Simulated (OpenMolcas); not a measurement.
# Ta²⁺ among point charges: CASSCF and CASPT2 levels and susceptibility, part 2 of 2

How does a field of 6 point charges split the states of Ta²⁺, and what χT follows?

OpenMolcas 26.06; ANO-RCC-VDZP, DKH2, active space 3 electrons in 5 orbitals (5d), orbitals: per spin and parity. Surroundings: 6 point charges of -1 e arranged as a trigonal antiprism (D3d), 2.11 Å from the ion, with a polar angle of 49.3° against the regular 54.74°.

## Step 6: CASPT2: IPEA 0.25, imaginary shift 0.1 (closed shells correlated: 4f 5s 5p)

a.inp reads:

```
>>> COPY JOB001 $Project.JobIph
&CASPT2
Multistate=10 1 2 3 4 5 6 7 8 9 10
NoMult
Frozen=14 9
IPEA=0.25
Imaginary=0.1
MaxIter=60
WThr=0.0 0.3 0.05
PrWF=0.5
NoMix
>>> COPY JOB002 $Project.JobIph
&CASPT2
Multistate=40 1 2 3 4 5 6 7 8 9 10 11 12 13 14 15 16 17 18 19 20 21 22
23 24 25 26 27 28 29 30 31 32 33 34 35 36 37 38 39 40
NoMult
Frozen=14 9
IPEA=0.25
Imaginary=0.1
MaxIter=60
WThr=0.0 0.3 0.05
PrWF=0.5
NoMix
```

Log:

```text
Orbital specifications:
      -----------------------

      Symmetry species                           1   2
                                                ag  au
      Frozen orbitals                           14   9
      Inactive orbitals                          1  10
      Active orbitals                            5   0
      Secondary orbitals                        16  13
      Deleted orbitals                           0   0
      Number of basis functions                 36  32
Type of calculation                        SS-CASPT2
      Fock operator                              state-specific
      IPEA shift                                 0.25
      Real shift                                 0.00
      Imaginary shift                            0.10
      The input orbitals will be transformed to quasi-canonical
Reference energy:      -15592.2729378833
      E2 (Non-variational):      -0.8737117799
      Shift correction:          -0.0002533814
      E2 (Variational):          -0.8739651613
      Total energy:          -15593.1469030446
      Residual norm:              0.0000000891
      Reference weight:           0.90585
      Contributions to the CASPT2 correlation energy
      Active & Virtual Only:         -0.0101093144
      One Inactive Excited:          -0.0947739654
      Two Inactive Excited:          -0.7688285000
Reference energy:      -15592.2194805471
      E2 (Non-variational):      -0.8736961682
      Shift correction:          -0.0001761336
      E2 (Variational):          -0.8738723017
      Total energy:          -15593.0933528488
      Residual norm:              0.0000002081
      Reference weight:           0.90760
      Contributions to the CASPT2 correlation energy
      Active & Virtual Only:         -0.0085823784
      One Inactive Excited:          -0.0978722203
      Two Inactive Excited:          -0.7672415695
::    CASPT2 Root  1     Total energy: -15593.14690304
::    CASPT2 Root  2     Total energy: -15593.09335285
::    CASPT2 Root  3     Total energy: -15593.08672791
::    CASPT2 Root  4     Total energy: -15593.08666941
::    CASPT2 Root  5     Total energy: -15593.07647178
::    CASPT2 Root  6     Total energy: -15593.05957114
::    CASPT2 Root  7     Total energy: -15593.05982783
::    CASPT2 Root  8     Total energy: -15593.01749627
::    CASPT2 Root  9     Total energy: -15593.01068043
::    CASPT2 Root 10     Total energy: -15593.01074071
Orbital specifications:
      -----------------------

      Symmetry species                           1   2
                                                ag  au
      Frozen orbitals                           14   9
      Inactive orbitals                          1  10
      Active orbitals                            5   0
      Secondary orbitals                        16  13
      Deleted orbitals                           0   0
      Number of basis functions                 36  32
Type of calculation                        SS-CASPT2
      Fock operator                              state-specific
      IPEA shift                                 0.25
      Real shift                                 0.00
      Imaginary shift                            0.10
      The input orbitals will be transformed to quasi-canonical
Reference energy:      -15592.2323174483
      E2 (Non-variational):      -0.8838592997
      Shift correction:          -0.0007703456
      E2 (Variational):          -0.8846296453
      Total energy:          -15593.1169470936
      Residual norm:              0.0000003315
      Reference weight:           0.89160
      Contributions to the CASPT2 correlation energy
      Active & Virtual Only:         -0.0196507964
      One Inactive Excited:          -0.0941790595
      Two Inactive Excited:          -0.7700294437
Reference energy:      -15592.2323174407
      E2 (Non-variational):      -0.8838452818
      Shift correction:          -0.0008113300
      E2 (Variational):          -0.8846566118
      Total energy:          -15593.1169740525
      Residual norm:              0.0000003561
      Reference weight:           0.89107
      Contributions to the CASPT2 correlation energy
      Active & Virtual Only:         -0.0197723666
      One Inactive Excited:          -0.0940386477
      Two Inactive Excited:          -0.7700342675
::    CASPT2 Root  1     Total energy: -15593.11694709
::    CASPT2 Root  2     Total energy: -15593.11697405
::    CASPT2 Root  3     Total energy: -15593.09673824
::    CASPT2 Root  4     Total energy: -15593.09673819
::    CASPT2 Root  5     Total energy: -15593.08837731
::    CASPT2 Root  6     Total energy: -15593.07675869
::    CASPT2 Root  7     Total energy: -15593.07251848
::    CASPT2 Root  8     Total energy: -15593.07274283
::    CASPT2 Root  9     Total energy: -15593.06272337
::    CASPT2 Root 10     Total energy: -15593.06247519
::    CASPT2 Root 11     Total energy: -15593.05487183
::    CASPT2 Root 12     Total energy: -15593.04319969
::    CASPT2 Root 13     Total energy: -15593.04317840
::    CASPT2 Root 14     Total energy: -15593.03763189
::    CASPT2 Root 15     Total energy: -15593.03455450
::    CASPT2 Root 16     Total energy: -15593.03431031
::    CASPT2 Root 17     Total energy: -15593.02603902
::    CASPT2 Root 18     Total energy: -15593.02665977
::    CASPT2 Root 19     Total energy: -15593.01589646
::    CASPT2 Root 20     Total energy: -15593.01608354
::    CASPT2 Root 21     Total energy: -15593.01031957
::    CASPT2 Root 22     Total energy: -15593.00413661
::    CASPT2 Root 23     Total energy: -15593.00406526
::    CASPT2 Root 24     Total energy: -15592.99760438
::    CASPT2 Root 25     Total energy: -15592.97997224
::    CASPT2 Root 26     Total energy: -15592.98030489
::    CASPT2 Root 27     Total energy: -15592.97927414
::    CASPT2 Root 28     Total energy: -15592.96702022
::    CASPT2 Root 29     Total energy: -15592.96710475
::    CASPT2 Root 30     Total energy: -15592.96484447
```

This run took 9.9 s in all on 1 thread of Intel Xeon Platinum 8488C (Sapphire Rapids), shared host.

SS-CASPT2: lowest energy less the reference's lowest, -0.8740 hartree; reference weights 0.884 to 0.908.

States without spin-orbit coupling:

| state | degeneracy | E (cm-1) | free-ion L (%) |
| --- | --- | --- | --- |
| 4A2 | 1 | 0 | F (96) |
| 2E | 2 | 6572 | F (49) |
| 2E | 2 | 11010 | F (34) |
| 4A1 | 1 | 11753 | F (100) |
| doublet | 1 | 12845 | G (81) |
| 4E | 2 | 13213 | F (99) |
| doublet | 1 | 15395 | F (34) |
| quartet | 1 | 15458 | F (67) |
| 2E | 2 | 16301 | D (46) |
| 2E | 2 | 18503 | F (42) |
| 4E | 2 | 19139 | P (71) |
| doublet | 1 | 20199 | G (76) |
| 2E | 2 | 22763 | H (32) |
| doublet | 1 | 23982 | H (55) |
| 2E | 2 | 24684 | D (52) |
| 2A2 | 1 | 26390 | G (37) |
| doublet | 1 | 26527 | H (87) |
| 4A2 | 1 | 28402 | P (62) |
| 2E | 2 | 28732 | G (59) |
| 4E | 2 | 29891 | F (72) |
| doublet | 1 | 29977 | D (82) |
| 2E | 2 | 31341 | D (39) |
| 2A1 | 1 | 32767 | F (84) |
| 2E | 2 | 36601 | D (45) |

With spin-orbit coupling:

| E (cm-1) | Degeneracy | Label | 2S+1 | g |
| --- | --- | --- | --- | --- |
| 0 | 2 | E1/2 | 4 | 1.64 3.22 3.22 |
| 170 | 2 | E3/2 | 4 | 0.00 0.00 4.67 |
| 6340 | 2 | E1/2 | 2 | 0.37 0.37 2.54 |
| 6380 | 2 | E3/2 | 2 | 0.00 0.00 0.99 |
| 10040 | 2 | E3/2 | 2 | 0.00 0.00 5.73 |
| 10360 | 2 | E1/2 | 2 | 0.08 0.08 1.07 |
| 11340 | 2 | E1/2 | 2 | 0.68 1.08 1.08 |
| 12390 | 2 | E3/2 | 4 | 0.00 0.00 2.84 |
| 12800 | 2 | E1/2 | 4 | 0.64 0.64 1.52 |
| 13130 | 2 | E1/2 | 4 | 0.61 0.61 4.00 |
| 13980 | 2 | E3/2 | 4 | 0.00 0.00 3.14 |
| 14110 | 2 | E1/2 | 4 | 1.39 1.45 1.45 |
| 14990 | 2 | E1/2 | 4 | 0.10 0.10 5.13 |
| 15490 | 2 | E1/2 | 4 | 2.23 2.47 2.47 |
| 16450 | 2 | E1/2 | 2 | 0.26 0.26 0.74 |
| 16550 | 2 | E3/2 | 2 | 0.00 0.00 2.45 |
| 18380 | 2 | E3/2 | 4 | 0.00 0.00 6.43 |
| 18430 | 2 | E1/2 | 2 | 0.45 1.36 1.36 |
| 18540 | 2 | E1/2 | 2 | 0.28 1.78 1.78 |
| 19210 | 2 | E1/2 | 4 | 0.49 0.49 2.65 |
| 19240 | 2 | E3/2 | 2 | 0.00 0.00 1.84 |
| 20360 | 2 | E1/2 | 4 | 0.88 0.88 3.05 |
| 21050 | 2 | E1/2 | 4 | 0.14 0.14 2.91 |
| 21090 | 2 | E3/2 | 4 | 0.00 0.00 1.85 |

Powder χT (cm³ K/mol): 0.74 at 2 K, 0.75 at 5 K, 0.78 at 10 K, 0.82 at 20 K, 0.94 at 50 K, 1.09 at 100 K, 1.15 at 150 K, 1.19 at 200 K, 1.21 at 250 K, 1.22 at 300 K.

## Step 7: The methods side by side

A. CASSCF
B. SS-CASPT2, IPEA 0.25, imaginary shift 0.1 (closed shells correlated: 4f 5s 5p)

| method | ground state | first state of that spin (cm-1) | first gap with spin-orbit (cm-1) | χT at 300 K |
| --- | --- | --- | --- | --- |
| A | 4A2 | 4A1 11730 | 147.1 | 1.25 |
| B | 4A2 | 4A1 11750 | 165.1 | 1.22 |

## Step 8: Summary of results

What follows sums up all 2 parts.

| quantity | value |
| --- | --- |
| method | SS-CASPT2, IPEA 0.25, imaginary shift 0.1 (closed shells correlated: 4f 5s 5p) |
| spin-free ground state | 4A2, 1-fold in its orbital part |
| first state of the same spin within the active space | 4A1 at 11800 cm⁻¹ |
| lowest level | 2-fold E1/2, g = 1.64, 3.22, 3.22 |
| next level | 165.1 cm⁻¹ |
| χT at 300 K | 1.22 cm³ K/mol |
| effective moment at 300 K | 3.13 μB |

Cost by method:

| method | time of its own steps | time with the reference |
| --- | --- | --- |
| A. CASSCF | 17 s | 17 s |
| B. SS-CASPT2, IPEA 0.25, imaginary shift 0.1, +4f 5s 5p | 9.9 s | 27 s |

Times are of one thread on a shared host.

**Reading.** The spin-free ground state (4A2) comes to 96 % from free-ion F terms and keeps the highest spin of the shell. χT at 300 K is 1.22, against 1.88 cm³ K/mol for the spin alone, so spin-orbit coupling lowers it. CASPT2 does not keep the components of a term degenerate, and the means are used. The field of point charges can differ much from that of real complexes. This is an electrostatic model: the charges have no orbitals.
